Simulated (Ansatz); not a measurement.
# doublet CH6AlFSi+ at 6 levels

We compute a comparison of 6 runs (UHF/STO-3G, U-r2SCAN/6-31G*, U-r2SCAN0/6-31G*, UBHLYP/6-31G*, UCAM-B3LYP/6-31G*, UCCSD(T)/6-31G*) of doublet CH6AlFSi+. 

Program for the calculation: Ansatz 0.2.0.

128 further runs of the same task are left out: 128 set aside as unsound or not needed.

### 1 The molecule

CH6AlFSi+ has 10 atoms, charge +1, and is taken as a doublet. SMILES of the parent species: `C[SiH2][AlH][F]`. Geometry: relaxed at PBE0-D4/def2-TZVP. This is one conformer, not always the lowest. That shape belongs to the parent species and isn't relaxed for this state.

Bond lengths: C1–Si2 1.882 Å, Si2–Al3 2.453 Å, Al3–F4 1.655 Å, C1–H5 1.092 Å, C1–H6 1.092 Å, C1–H7 1.092 Å, Si2–H8 1.493 Å, Si2–H9 1.493 Å, Al3–H10 1.586 Å. Some angles: C1–Si2–Al3 113.1°, Si2–Al3–F4 117.3°, C1–Si2–H8 109.7°, C1–Si2–H9 109.6°, Al3–Si2–H8 109.0°, Al3–Si2–H9 108.9°, Si2–C1–H5 110.6°, Si2–C1–H6 111.0°, Si2–C1–H7 111.0°, Si2–Al3–H10 127.4°.

### 2 The energy at UHF/STO-3G (run 1)

Contents of job.yaml:

```yaml
crystal:
  periodic: [false, false, false]
  atoms:
    - {symbol: C, position_ang: [0.209300, 1.522100, -0.549700]}
    - {symbol: Si, position_ang: [-0.487300, 0.185700, 0.578100]}
    - {symbol: Al, position_ang: [0.320500, -2.061900, 0.018500]}
    - {symbol: F, position_ang: [-0.271300, -3.324400, 0.910100]}
    - {symbol: H, position_ang: [-0.171000, 2.504900, -0.262800]}
    - {symbol: H, position_ang: [-0.069900, 1.340800, -1.589900]}
    - {symbol: H, position_ang: [1.299800, 1.551100, -0.495300]}
    - {symbol: H, position_ang: [-1.978700, 0.198000, 0.509600]}
    - {symbol: H, position_ang: [-0.129200, 0.490400, 1.995500]}
    - {symbol: H, position_ang: [1.361100, -2.457900, -1.111000]}
basis:
  gaussian: {orbitals: STO-3G}
total_charge: 1
magnetization: {spin_polarized: true, initial_magnetization: 1}
hamiltonian: {xc: hf}
accuracy: high
output: {orbitals: {seedname: orbitals}}
```

On the command line:

```bash
$ ansatz run job.yaml --threads 1 --pin off --max-ram 3480MiB --events-out events.jsonl --progress --plain --runs-dir runs
```

The program printed:

```text
Warning: RAYON_NUM_THREADS=1 ignored (pool sized by the plan → 1); use --threads N
Functional definition: HF
  name "HF"
  exchange = exact_x
  correlation = 0
667 factors; integrals over basis functions are off by at most 1.6e-8 eV
mean field evaluation 1: about -18046.5761 eV, gradient 2.0e1 eV
mean field evaluation 2: about -18046.6284 eV, gradient 2.0e1 eV
mean field evaluation 4: about -18050.9393 eV, gradient 2.0e0 eV
mean field evaluation 8: about -18051.0180 eV, gradient 2.3e-2 eV
mean field evaluation 16: about -18048.6143 eV, gradient 1.1e1 eV
mean field evaluation 32: about -18050.3155 eV, gradient 4.9e0 eV
mean field evaluation 64: about -18050.6547 eV, gradient 8.3e-1 eV
mean field -18051.01443427 eV, -663.3625450425 hartree, gradient 3.2e-8 eV, S^2 0.775457; 2 other end points of the search recorded, 0 dependent functions left out
reference -18051.01443427 eV, -663.3625450425 hartree; 24, 23 occupied and 10, 11 virtual orbitals, 667 factors
Total energy: -18051.01443427 eV, -663.3625450425 hartree
```

Wall time 1.1 s (1 thread of Arm Neoverse V1, shared host); peak memory 0.097 GiB.

### 3 A single-point energy at U-r2SCAN/6-31G(d) (spherical functions) (run 2)

Contents of run.yaml:

```yaml
crystal:
  periodic: [false, false, false]
  atoms:
    - symbol: C
      position_ang: [0.209300, 1.522100, -0.549700]
    - symbol: Si
      position_ang: [-0.487300, 0.185700, 0.578100]
    - symbol: Al
      position_ang: [0.320500, -2.061900, 0.018500]
    - symbol: F
      position_ang: [-0.271300, -3.324400, 0.910100]
    - symbol: H
      position_ang: [-0.171000, 2.504900, -0.262800]
    - symbol: H
      position_ang: [-0.069900, 1.340800, -1.589900]
    - symbol: H
      position_ang: [1.299800, 1.551100, -0.495300]
    - symbol: H
      position_ang: [-1.978700, 0.198000, 0.509600]
    - symbol: H
      position_ang: [-0.129200, 0.490400, 1.995500]
    - symbol: H
      position_ang: [1.361100, -2.457900, -1.111000]
basis:
  gaussian: {orbitals: 6-31G_st_-spherical.json}
accuracy: high
output: {orbitals: {seedname: orbitals}}
total_charge: 1
hamiltonian: {xc: r2scan}
magnetization: {spin_polarized: true, initial_magnetization: 1}
```

The basis set 6-31G* is read from a file made from the Basis Set Exchange's data (not shown).

On the command line:

```bash
$ ansatz run run.yaml --threads 1 --pin off --max-ram 3480MiB --events-out events.jsonl --progress --plain --runs-dir runs
```

The program printed:

```text
Warning: RAYON_NUM_THREADS=1 ignored (pool sized by the plan → 1); use --threads N
Functional definition: r2SCAN
  name "r2SCAN"
  parameter k0 = 0.174
  parameter k1 = 0.065
  parameter a1 = 4.9479
  exchange = r2scan_x(k0 = k0, k1 = k1, a1 = a1)
  correlation = r2scan_c
1733 factors; integrals over basis functions are off by at most 7.2e-9 eV
mean field evaluation 1: about -18300.2155 eV, gradient 5.9e1 eV
mean field evaluation 2: about -18184.4412 eV, gradient 1.6e2 eV
mean field evaluation 4: about -18312.3323 eV, gradient 1.7e1 eV
mean field evaluation 8: about -18314.2785 eV, gradient 2.6e-1 eV
mean field evaluation 16: about -18314.2695 eV, gradient 1.6e-4 eV
mean field evaluation 32: about -18311.2059 eV, gradient 8.7e0 eV
mean field -18314.26950384 eV, -673.0369904083 hartree, gradient 1.3e-8 eV, S^2 0.758762; 1 other end points of the search recorded, 0 dependent functions left out
reference -18314.26950896 eV, -673.0369905966 hartree; 24, 23 occupied and 52, 53 virtual orbitals, 1733 factors
Total energy: -18314.26950896 eV, -673.0369905966 hartree
```

Run time: 28 s. Hardware: 1 thread of Arm Neoverse V1, shared host; peak memory 0.45 GiB.

### 4 The energy at U-r2SCAN0/6-31G(d) (spherical functions) (run 3)

Contents of input.yaml:

```yaml
crystal:
  periodic: [false, false, false]
  atoms:
    - symbol: C
      position_ang: [0.209300, 1.522100, -0.549700]
    - symbol: Si
      position_ang: [-0.487300, 0.185700, 0.578100]
    - symbol: Al
      position_ang: [0.320500, -2.061900, 0.018500]
    - symbol: F
      position_ang: [-0.271300, -3.324400, 0.910100]
    - symbol: H
      position_ang: [-0.171000, 2.504900, -0.262800]
    - symbol: H
      position_ang: [-0.069900, 1.340800, -1.589900]
    - symbol: H
      position_ang: [1.299800, 1.551100, -0.495300]
    - symbol: H
      position_ang: [-1.978700, 0.198000, 0.509600]
    - symbol: H
      position_ang: [-0.129200, 0.490400, 1.995500]
    - symbol: H
      position_ang: [1.361100, -2.457900, -1.111000]
basis:
  gaussian:
    orbitals: 6-31G_st_-spherical.json
total_charge: 1
magnetization:
  spin_polarized: true
  initial_magnetization: 1
hamiltonian:
  xc: {name: r2SCAN0}
accuracy: high
output: {orbitals: {seedname: orbitals}}
```

The basis set 6-31G* is read from a file made from the Basis Set Exchange's data (not shown).

On the command line:

```bash
$ ansatz run input.yaml --threads 1 --pin off --max-ram 3480MiB --events-out events.jsonl --progress --plain --runs-dir runs
```

The program printed:

```text
Warning: RAYON_NUM_THREADS=1 ignored (pool sized by the plan → 1); use --threads N
Functional definition: r2SCAN0
  name "r2SCAN0"
  parameter a = 0.25
[... 3 set-up lines as earlier in the session ...]
  exchange = (1 - a)*r2scan_x(k0 = k0, k1 = k1, a1 = a1) + a*exact_x
[... 1 set-up line as earlier in the session ...]
1733 factors; integrals over basis functions are off by at most 7.2e-9 eV
mean field evaluation 1: about -18302.5055 eV, gradient 5.3e1 eV
mean field evaluation 2: about -18256.7486 eV, gradient 1.2e2 eV
mean field evaluation 4: about -18313.0723 eV, gradient 7.0e0 eV
mean field evaluation 8: about -18313.5498 eV, gradient 4.6e-1 eV
mean field evaluation 16: about -18313.5518 eV, gradient 1.0e-3 eV
mean field evaluation 32: about -18313.5518 eV, gradient 6.6e-8 eV
mean field -18313.55183124 eV, -673.0106164267 hartree, gradient 6.6e-8 eV, S^2 0.763748; 0 other end points of the search recorded, 0 dependent functions left out
reference -18313.55183510 eV, -673.0106165686 hartree; 24, 23 occupied and 52, 53 virtual orbitals, 1733 factors
Total energy: -18313.55183510 eV, -673.0106165686 hartree
```

Wall time 34 s (1 thread of Arm Neoverse V1, shared host); peak memory 0.56 GiB.

Runs 4 to 5 aren't shown in full; the table further down has their settings and results.

### 5 The energy at UCCSD(T)/6-31G(d) (spherical functions) (run 6)

Contents of in.yaml:

```yaml
crystal:
  periodic: [false, false, false]
  atoms:
    - {symbol: C, position_ang: [0.209300, 1.522100, -0.549700]}
    - {symbol: Si, position_ang: [-0.487300, 0.185700, 0.578100]}
    - {symbol: Al, position_ang: [0.320500, -2.061900, 0.018500]}
    - {symbol: F, position_ang: [-0.271300, -3.324400, 0.910100]}
    - {symbol: H, position_ang: [-0.171000, 2.504900, -0.262800]}
    - {symbol: H, position_ang: [-0.069900, 1.340800, -1.589900]}
    - {symbol: H, position_ang: [1.299800, 1.551100, -0.495300]}
    - {symbol: H, position_ang: [-1.978700, 0.198000, 0.509600]}
    - {symbol: H, position_ang: [-0.129200, 0.490400, 1.995500]}
    - {symbol: H, position_ang: [1.361100, -2.457900, -1.111000]}
basis:
  gaussian: {orbitals: 6-31G_st_-spherical.json}
correlation: {method: ccsd_t, frozen_orbitals: {Al: 5, C: 1, F: 1, H: 0, Si: 5}}
accuracy: high
magnetization: {spin_polarized: true, initial_magnetization: 1}
scf: {omitted_lower_state_checks: [cluster_reference, increment]}
total_charge: 1
```

The basis set 6-31G* is read from a file made from the Basis Set Exchange's data (not shown).

On the command line:

```bash
$ ansatz run in.yaml --threads 1 --pin off --max-ram 3480MiB --events-out events.jsonl --progress --plain --runs-dir runs
```

The program printed:

```text
Warning: RAYON_NUM_THREADS=1 ignored (pool sized by the plan → 1); use --threads N
[... 12 lines left out ...]
12 core orbitals not correlated: weight in the atoms' cores, before any rotation towards them, 1.000 or more for the frozen orbitals, at most 0.000 for the correlated occupied ones
[... 31 lines left out ...]
Total energy: -18281.49004017 eV, -671.8323673374 hartree
Checks for a lower state left out: cluster_reference, increment
```

Wall time 38 s (1 thread of Arm Neoverse V1, shared host); peak memory 0.58 GiB.

### 6 All runs side by side

```
run                                    level  frozen core orbitals  energy (Eh)  HOMO energy (eV)  LUMO energy (eV)   ⟨S²⟩  wall time
  1                               UHF/STO-3G                     –  -663.362545            -15.21             -5.97  0.775      1.1 s
  2    U-r2SCAN/6-31G* (spherical functions)                     –  -673.036991            -13.57            -12.09  0.759       28 s
  3   U-r2SCAN0/6-31G* (spherical functions)                     –  -673.010617            -14.85            -11.41  0.764       34 s
  4      UBHLYP/6-31G* (spherical functions)                     –  -673.094149            -15.77            -10.80  0.764       17 s
  5  UCAM-B3LYP/6-31G* (spherical functions)                     –  -673.109593            -15.81            -10.54  0.761       19 s
  6    UCCSD(T)/6-31G* (spherical functions)                    12  -671.832367                 –                 –  0.775       38 s
```

### 7 Results

| quantity | value |
| --- | --- |
| run 6: total energy | -671.83237 Eh |
| run 6: correlation energy (12 core orbitals frozen) | -478.9 mEh |
| run 6: (T) correction | -11.15 mEh |
| run 6: ⟨S²⟩ of the reference determinant | 0.775 |
| run 6: T1 diagnostic | 0.020 |

In words: Totals of different functionals can't be ranked against each other. In run 1 the basis is minimal, so the values are rough. All runs together took 2.3 min, the longest 38 s.
